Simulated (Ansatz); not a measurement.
**C4H12N2O2W: basis-set convergence**

Aim: see how fast density functionals converge with the basis set for C4H12N2O2W.

Computed with Ansatz 0.2.0, Gaussian basis. Level: one geometry, several basis sets.

Plan: PBE0-D4/def2-SVP; ωB97M-V/def2-SVP; PBE0-D4/def2-QZVPP; ωB97M-V/def2-QZVPP; the functionals' def2-TZVPP values are taken from earlier runs.

**1. The relaxed structure**

All runs share one geometry, relaxed beforehand with PBE0-D4 in a triple-zeta def2 set. W takes the def2 core potential; no spin-orbit term is included.

21 atoms, charge 0, spin multiplicity 1.

Atoms are counted from 1 here; the program's logs count them from 0.

Bond lengths: C1–N2 1.417 Å, C1–H10 1.096 Å, C1–H11 1.096 Å, C1–H12 1.096 Å, N2–W3 1.754 Å, W3–N4 1.754 Å, W3–O6 1.894 Å, W3–O8 1.894 Å, N4–C5 1.417 Å, C5–H13 1.096 Å, C5–H14 1.096 Å, C5–H15 1.096 Å, O6–C7 1.400 Å, C7–H16 1.095 Å, C7–H17 1.095 Å, C7–H18 1.094 Å, O8–C9 1.400 Å, C9–H19 1.094 Å and more. Angles: N2–C1–H10 110.9°, N2–C1–H11 111.9°, N2–C1–H12 110.5°, H10–C1–H11 108.1°, H10–C1–H12 107.5°, H11–C1–H12 107.8°, C1–N2–W3 162.0°, N2–W3–N4 110.3°, N2–W3–O6 108.2°, N2–W3–O8 109.1°, N4–W3–O6 109.1°, N4–W3–O8 108.3°, O6–W3–O8 111.9°, W3–N4–C5 162.1°, N4–C5–H13 111.9°, N4–C5–H14 110.9°, N4–C5–H15 110.5°, H13–C5–H14 108.1° and more.

**2. PBE0-D4 in def2-SVP**

Contents of in.yaml:

```yaml
crystal:
  periodic: [false, false, false]
  atoms:
    - {symbol: C, position_ang: [0.583228, 2.163277, -1.784567]}
    - {symbol: N, position_ang: [0.065563, 1.369326, -0.731704]}
    - {symbol: W, position_ang: [-0.287940, 0.001499, 0.308239]}
    - {symbol: N, position_ang: [0.719915, -1.367485, -0.124570]}
    - {symbol: C, position_ang: [1.728068, -2.164205, -0.720873]}
    - {symbol: O, position_ang: [0.084534, 0.503970, 2.095670]}
    - {symbol: C, position_ang: [0.567228, 1.655569, 2.728351]}
    - {symbol: O, position_ang: [-2.100001, -0.498766, 0.078346]}
    - {symbol: C, position_ang: [-2.768228, -1.655254, -0.341084]}
    - {symbol: H, position_ang: [-0.215528, 2.481146, -2.464416]}
    - {symbol: H, position_ang: [1.335118, 1.623610, -2.372049]}
    - {symbol: H, position_ang: [1.055903, 3.068295, -1.386830]}
    - {symbol: H, position_ang: [2.252604, -1.628679, -1.520772]}
    - {symbol: H, position_ang: [2.470378, -2.477331, 0.022243]}
    - {symbol: H, position_ang: [1.294135, -3.072016, -1.154824]}
    - {symbol: H, position_ang: [0.490988, 2.533939, 2.078868]}
    - {symbol: H, position_ang: [1.615681, 1.516937, 3.012461]}
    - {symbol: H, position_ang: [-0.015592, 1.837013, 3.636468]}
    - {symbol: H, position_ang: [-3.624648, -1.833116, 0.316344]}
    - {symbol: H, position_ang: [-2.113009, -2.532202, -0.311762]}
    - {symbol: H, position_ang: [-3.138396, -1.525538, -1.363531]}
basis:
  gaussian: {orbitals: def2-SVP}
hamiltonian: {xc: pbe0, dispersion: d4}
output: {orbitals: {seedname: orbitals}}
```

Launch:

```bash
$ ansatz run in.yaml --threads 4 --pin off --events-out ev --progress --plain --max-ram 46080MiB --backend cpu
```

The runs that follow: ωB97M-V in def2-SVP; PBE0-D4 in def2-QZVPP; ωB97M-V in def2-QZVPP.

Q: Predict the results of all the runs planned. Wanted: PBE0-D4: double and triple zeta above quadruple; ωB97M-V: double and triple zeta above quadruple.

The runs gave:

| quantity | value |
| --- | --- |
| PBE0-D4: double and triple zeta above quadruple | 14.34, 0.66 eV |
| ωB97M-V: double and triple zeta above quadruple | 14.87, 0.64 eV |

In words: For PBE0-D4 the step from double to triple zeta gains 13.68 eV and the next only 0.66 eV. These are total energies; as a rule much of such shifts cancels in differences, which this series doesn't test. The LUMO of ωB97M-V is positive and keeps falling with the basis (1.84 to 1.02 eV): an unbound level that the basis holds in place.
